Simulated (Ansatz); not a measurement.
Task: a rigid scan of one bond angle of AlH₅OSSi, SMILES O[SiH]([AlH2])S, with the Python package of Ansatz (0.2.0). Give the script and its output. Level of theory (for the species named): B3LYP, 6-31G* basis, multiplicity 1.

```json
{"atom": "O", "x (Å)": "-1.7466", "y (Å)": "-0.5750", "z (Å)": "1.0420"}
{"atom": "Si", "x (Å)": "-0.6722", "y (Å)": "-0.3732", "z (Å)": "-0.2559"}
{"atom": "Al", "x (Å)": "0.7539", "y (Å)": "1.4388", "z (Å)": "0.1675"}
{"atom": "S", "x (Å)": "0.5482", "y (Å)": "-2.1677", "z (Å)": "-0.4438"}
{"atom": "H", "x (Å)": "-1.2390", "y (Å)": "-0.7319", "z (Å)": "1.8099"}
{"atom": "H", "x (Å)": "-1.3920", "y (Å)": "-0.1035", "z (Å)": "-1.5116"}
{"atom": "H", "x (Å)": "0.2246", "y (Å)": "2.9126", "z (Å)": "0.3670"}
{"atom": "H", "x (Å)": "2.3974", "y (Å)": "1.1989", "z (Å)": "0.2885"}
{"atom": "H", "x (Å)": "1.2141", "y (Å)": "-1.6455", "z (Å)": "-1.4808"}
```

`alh5ossi_bend.py`
```python
# -*- coding: utf-8 -*-
"""Energy of AlH5OSSi against one bond angle."""

import warnings

import ansatz as az
from ase import Atoms


def main():
    warnings.simplefilter("ignore", az.DeckWarning)

    atoms = Atoms(["O", "Si", "Al", "S", "H", "H", "H", "H", "H"], positions=[
        [-1.7466, -0.575, 1.042],
        [-0.6722, -0.3732, -0.2559],
        [0.7539, 1.4388, 0.1675],
        [0.5482, -2.1677, -0.4438],
        [-1.239, -0.7319, 1.8099],
        [-1.392, -0.1035, -1.5116],
        [0.2246, 2.9126, 0.367],
        [2.3974, 1.1989, 0.2885],
        [1.2141, -1.6455, -1.4808],
    ])

    # relax first, so that the scan starts from a minimum
    first = (
        az.Crystal.molecule_from_ase(atoms).calculation()
        .basis(gaussian="6-31G*")
        .functional("b3lyp")
        .relax(force_tolerance=0.02, max_steps=80)
    )
    atoms.positions = first.run(threads=1, backend="cpu").report["positions_ang"]

    rows = []
    for angle in [90, 100, 110, 120, 135, 150, 165, 179]:
        bent = atoms.copy()
        bent.set_angle(1, 3, 8, angle, indices=[8])
        setup = az.Crystal.molecule_from_ase(bent).calculation()
        setup = setup.basis(gaussian="6-31G*")
        setup = setup.functional("b3lyp")
        rows.append((angle, setup.run(threads=1, backend="cpu").report["free_energy_ev"]))
    floor = min(e for _, e in rows)
    for angle, e in rows:
        print(f"angle Si1-S3-H8 = {angle:3d} deg   {1000 * (e - floor):9.1f} meV")


if __name__ == "__main__":
    main()
```

```console
$ python alh5ossi_bend.py
angle Si1-S3-H8 =  90 deg        34.7 meV
angle Si1-S3-H8 = 100 deg         0.0 meV
angle Si1-S3-H8 = 110 deg        74.8 meV
angle Si1-S3-H8 = 120 deg       244.3 meV
angle Si1-S3-H8 = 135 deg       631.9 meV
angle Si1-S3-H8 = 150 deg      1091.4 meV
angle Si1-S3-H8 = 165 deg      1483.5 meV
angle Si1-S3-H8 = 179 deg      1650.1 meV
```

These settings explore the input space; basis and method may be short of convergence. The scan is rigid, and the energies are electronic, in a modest basis. The zero is the lowest point of the grid, which needn't be the minimum. b3lyp holds the VWN-RPA fit, as in Gaussian; the form of ORCA and Turbomole is b3lyp5. Timing: 2.3 min on 1 thread of Arm Neoverse V1, on a shared host, peak memory 0.24 GiB.
